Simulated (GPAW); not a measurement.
Runs of GPAW 26.7.0 on Al3Pt2. It takes space group P-3m1 (No. 164, trigonal). The conventional cell has a = 4.207 Å, b = 4.207 Å, c = 5.189 Å, α = 90.00°, β = 90.00°, γ = 120.00°. Pt (site symmetry 3m) is surrounded by 8 Al at 2.49 to 2.69 Å. Al (site symmetry 3m) has 5 Pt at 2.49 to 2.69 Å and 3 Al at 2.87 Å as nearest neighbours. Around Al (site symmetry -3m) lie 6 Pt at 2.58 Å. The cell comes from a database or a generator and needn't be the stable form of this composition.

```tsv
task	level	potentials or basis	cell	k mesh	band path	band points	optimizer	fmax	max steps	gap on the mesh (eV)	pressure (GPa)	relaxed volume (Å³/atom)	largest force (eV/Å)
band structure	PBEsol	PAW data sets generated in the run's folder for this functional, pw	as given	6 × 6 × 4	GMKGALHA,LM,KH	100	-	-	-	-	(b)	-	(a)
relaxation of cell and atoms	PBEsol+D3(BJ)+ATM	PAW data sets generated in the run's folder for this functional, pw	relaxed	5 × 5 × 4	-	-	BFGS	0.02 eV/Å	60	none	0.1	15.58	0.01
relaxation of cell and atoms	PBEsol+D4	PAW data sets generated in the run's folder for this functional, pw	relaxed	5 × 5 × 4	-	-	BFGS	0.02 eV/Å	60	none	0.0	15.69	0.01
relaxation of cell and atoms	PBEsol+D3(BJ)	PAW data sets generated in the run's folder for this functional, pw	relaxed	5 × 5 × 4	-	-	BFGS	0.02 eV/Å	60	none	0.1	15.49	0.02
```

Alike in all rows: no spin polarisation; cutoff (eV) 600; smearing fermi-dirac 0.05 eV.

Question: Fill in the values left out.

Answer: (a) 0.10; (b) 0.3.

Caveats: later steps reuse the first step's grids (some runs); pairwise dispersion overbinds metals, which lowers pressure and volume (some runs).

A k mesh can miss the band edges, and the runs leave out spin-orbit coupling on Pt.

A gap of «none» marks a metal or a gap under the smearing width.

Not every run made on this cell is shown here.
